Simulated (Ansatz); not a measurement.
## ClGaHI, SMILES [Cl][GaH][I]: a polarisability from point charges, step by step

Computed with Ansatz's Python interface.

Typed at the interpreter:
```pycon
>>> import warnings
>>> import ansatz
>>> import numpy as np
>>> BASIS_SET = "def2-SVP"
>>> XC = "b3lyp"
>>> GEOMETRY = """
... Cl   -2.10040    0.07530   -0.53770
... Ga   -0.15870    0.25010   -0.24270
... I     1.42720   -1.61950    1.10380
... H     0.88740    1.23380   -0.34370
... """
>>> warnings.simplefilter("ignore", ansatz.DeckWarning)
>>> system = ansatz.Crystal.molecule()
>>> for line in GEOMETRY.strip().splitlines():
...     symbol, *xyz = line.split()
...     system = system.atom(symbol, [float(v) for v in xyz])
...
>>> job = system.calculation().basis(gaussian=BASIS_SET).functional(XC).forces()
>>> # charges +q and -q at -R and +R make a nearly even field 2 k q / R^2 at the centre
>>> centre = np.mean([site.position_ang for site in system.cartesian_sites], axis=0)
>>> field = 2 * 14.399645 * 2.0 / 40.0 ** 2
>>> def dipole(axis, sign):
...     arm = 40.0 * np.eye(3)[axis]
...     pair = [{"charge": sign * 2.0, "position_ang": (centre - arm).tolist()}, {"charge": -sign * 2.0, "position_ang": (centre + arm).tolist()}]
...     deck = job.input().set(ansatz.key.basis.gaussian.point_charges, pair)
...     return np.array(ansatz.Session.from_dict(deck).plan().execute().report["charge_distribution"]["dipole_moment_e_ang"])
...
>>> print(f"field {field:.4f} V/A")
field 0.0360 V/A
>>> alpha = np.array([(dipole(axis, 1) - dipole(axis, -1)) / (2 * field) * 14.399645 for axis in range(3)])
>>> print("polarisability tensor (A^3)")
polarisability tensor (A^3)
>>> print(np.array2string(alpha, precision=3, suppress_small=True))
[[10.98  -2.635  2.578]
 [-2.635  9.113 -2.352]
 [ 2.568 -2.346  7.596]]
>>> print(f"mean {np.trace(alpha) / 3:.3f} A^3 = {np.trace(alpha) / 3 / 0.14818471:.2f} bohr^3")
mean 9.229 A^3 = 62.28 bohr^3
```

The geometry is a force-field or estimated start, not a minimum of this method, and the basis set is short of its limit. The field of two point charges is only nearly even. def2 sets replace the cores of elements past krypton by effective core potentials. b3lyp holds the VWN-RPA fit, as in Gaussian; the form of ORCA and Turbomole is b3lyp5. Without diffuse functions polarisabilities are unreliable, as a rule too low, and they change with the bond lengths of this unrelaxed start. Hardware and time: 22 s on 1 thread of Arm Neoverse V1, on a shared host, peak memory 0.25 GiB.
